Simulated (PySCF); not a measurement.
# C3H10Si (trimethylsilane): levels of theory compared

Aim: a comparison of 6 runs (BHLYP/cc-pVDZ, BLYP/cc-pVDZ, M06-L/cc-pVDZ, PBE0/cc-pVDZ, SVWN5/cc-pVDZ, r2SCAN/cc-pVDZ) of C3H10Si (trimethylsilane). Input form: a Python script.

Program for the calculation: PySCF 2.14.0.

**1. The system as given**

The species is C3H10Si (14 atoms), meant as a singlet with charge 0. As SMILES, `C[SiH](C)C`. One bond was lengthened or shortened from a relaxed shape.

Bond lengths: C1–Si2 2.155 Å, Si2–C3 1.874 Å, Si2–C4 1.874 Å, C1–H5 1.093 Å, C1–H6 1.093 Å, C1–H7 1.094 Å, Si2–H8 1.494 Å, C3–H9 1.094 Å, C3–H10 1.093 Å, C3–H11 1.093 Å, C4–H12 1.093 Å, C4–H13 1.094 Å, C4–H14 1.093 Å. Some angles: C1–Si2–C3 110.3°, C1–Si2–C4 110.3°, C3–Si2–C4 110.3°, C1–Si2–H8 108.6°, C3–Si2–H8 108.6°, C4–Si2–H8 108.6°, Si2–C1–H5 111.2°, Si2–C1–H6 111.1°, Si2–C1–H7 110.9°, Si2–C3–H9 110.9°.

**2. The energy at BHLYP/cc-pVDZ (run 1)**

calc.py

```python
from pyscf import gto, dft

molecule = gto.M(
    atom='''
C     -1.049487     1.247157    -1.246466
Si    -0.338800    -0.014600     0.348900
C      1.239400     0.684100     1.077800
C     -0.051300    -1.756700    -0.277600
H     -1.980787     0.861757    -1.668966
H     -1.238587     2.263257    -0.891166
H     -0.314287     1.305857    -2.053966
H     -1.379500    -0.059300     1.420400
H      2.029000     0.733500     0.322800
H      1.601800     0.063500     1.901200
H      1.081800     1.694100     1.464300
H     -0.968800    -2.184000    -0.689800
H      0.706900    -1.767300    -1.065700
H      0.291900    -2.413100     0.526000
''',
    basis='cc-pvdz',
    max_memory=1860,
    verbose=4,
)

myscf = dft.RKS(molecule, xc='bhandhlyp')
myscf.grids.level = 5
myscf.conv_tol = 1e-10
myscf.kernel()
if not myscf.converged:
    myscf = myscf.newton().run(myscf.mo_coeff, myscf.mo_occ)

energy = myscf.e_tot
print('E = %.10f Eh' % energy)
```

Launch:

```sh
$ OMP_NUM_THREADS=1 python calc.py
```

What it wrote:

```text
PySCF version 2.14.0

[... 80 lines left out ...]
converged SCF energy = -409.753832016884
E = -409.7538320169 Eh
```

It took 39 s on 1 thread of Intel Xeon at 2.70GHz, shared host; peak memory 0.59 GiB.

**3. A single-point energy at BLYP/cc-pVDZ (run 2)**

job.py

```python
from pyscf import gto, dft

mol = gto.M(
    atom=[
    ('C', (-1.049487, 1.247157, -1.246466)),
    ('Si', (-0.338800, -0.014600, 0.348900)),
    ('C', (1.239400, 0.684100, 1.077800)),
    ('C', (-0.051300, -1.756700, -0.277600)),
    ('H', (-1.980787, 0.861757, -1.668966)),
    ('H', (-1.238587, 2.263257, -0.891166)),
    ('H', (-0.314287, 1.305857, -2.053966)),
    ('H', (-1.379500, -0.059300, 1.420400)),
    ('H', (2.029000, 0.733500, 0.322800)),
    ('H', (1.601800, 0.063500, 1.901200)),
    ('H', (1.081800, 1.694100, 1.464300)),
    ('H', (-0.968800, -2.184000, -0.689800)),
    ('H', (0.706900, -1.767300, -1.065700)),
    ('H', (0.291900, -2.413100, 0.526000)),
],
    basis='cc-pvdz',
    verbose=3,
    max_memory=1860,
)

mf = dft.RKS(mol)
mf.xc = 'blyp'
mf.grids.level = 5
mf.conv_tol = 1e-10
mf.kernel()
if not mf.converged:
    mf = mf.newton().run(mf.mo_coeff, mf.mo_occ)

e_final = mf.e_tot
print('Final energy', e_final)
```

Launch:

```sh
$ OMP_NUM_THREADS=1 python job.py
```

What it wrote:

```text
converged SCF energy = -409.732160109268
Final energy -409.73216010926774
```

It took 44 s on 1 thread of Intel Xeon at 2.70GHz, shared host; peak memory 0.59 GiB.

Runs 3 to 5 aren't shown in full; the table further down has their settings and results.

**4. The energy at r2SCAN/cc-pVDZ (run 6)**

geometry.xyz

```xyz
14
C3H10Si
C     -1.049487     1.247157    -1.246466
Si    -0.338800    -0.014600     0.348900
C      1.239400     0.684100     1.077800
C     -0.051300    -1.756700    -0.277600
H     -1.980787     0.861757    -1.668966
H     -1.238587     2.263257    -0.891166
H     -0.314287     1.305857    -2.053966
H     -1.379500    -0.059300     1.420400
H      2.029000     0.733500     0.322800
H      1.601800     0.063500     1.901200
H      1.081800     1.694100     1.464300
H     -0.968800    -2.184000    -0.689800
H      0.706900    -1.767300    -1.065700
H      0.291900    -2.413100     0.526000
```

job.py

```python
from pyscf import gto, dft

mol = gto.M(
    atom='geometry.xyz',
    verbose=4,
    max_memory=1860,
    basis='cc-pvdz',
    spin=0,
)

mf = dft.RKS(mol)
mf.xc = 'r2scan'
mf.grids.level = 5
mf.conv_tol = 1e-10
mf.kernel()
if not mf.converged:
    mf = mf.newton().run(mf.mo_coeff, mf.mo_occ)

e_tot = mf.e_tot
print('E(%s) = %.9f' % ('R2SCAN', e_tot))
```

Launch:

```sh
$ OMP_NUM_THREADS=1 python job.py
```

What it wrote:

```text
PySCF version 2.14.0

[... 85 lines left out ...]
converged SCF energy = -409.731013690492
E(R2SCAN) = -409.731013690
```

It took 75 s on 1 thread of Intel Xeon at 2.70GHz, shared host; peak memory 0.65 GiB.

**5. The series**

```
run           level  energy (Eh)  dipole moment (D)  HOMO energy (eV)  LUMO energy (eV)  wall time
  1   BHLYP/cc-pVDZ  -409.753832               0.72             -8.94              2.41       39 s
  2    BLYP/cc-pVDZ  -409.732160               0.74             -6.43              0.85       44 s
  3   M06-L/cc-pVDZ  -409.819442               0.76             -6.83              1.38       84 s
  4    PBE0/cc-pVDZ  -409.563022               0.76             -7.83              1.69       35 s
  5   SVWN5/cc-pVDZ  -407.491852               0.78             -6.67              0.66       27 s
  6  r2SCAN/cc-pVDZ  -409.731014               0.77             -6.89              1.21       75 s
```

**6. Summary of results**

| quantity | value |
| --- | --- |
| run 6: total energy | -409.73101 Eh |
| run 6: dipole moment | 0.77 D |
| run 6: HOMO energy | -6.89 eV |
| run 6: LUMO energy | 1.21 eV |
| run 6: HOMO–LUMO gap | 8.09 eV |

What this shows: The dipole moment (its size) runs from 0.72 D (BHLYP/cc-pVDZ) to 0.78 D (SVWN5/cc-pVDZ). The HOMO–LUMO gap runs from 7.28 eV (BLYP/cc-pVDZ) to 11.35 eV (BHLYP/cc-pVDZ). Totals of different functionals can't be ranked against each other. All runs together took 5.1 min, the longest 84 s.
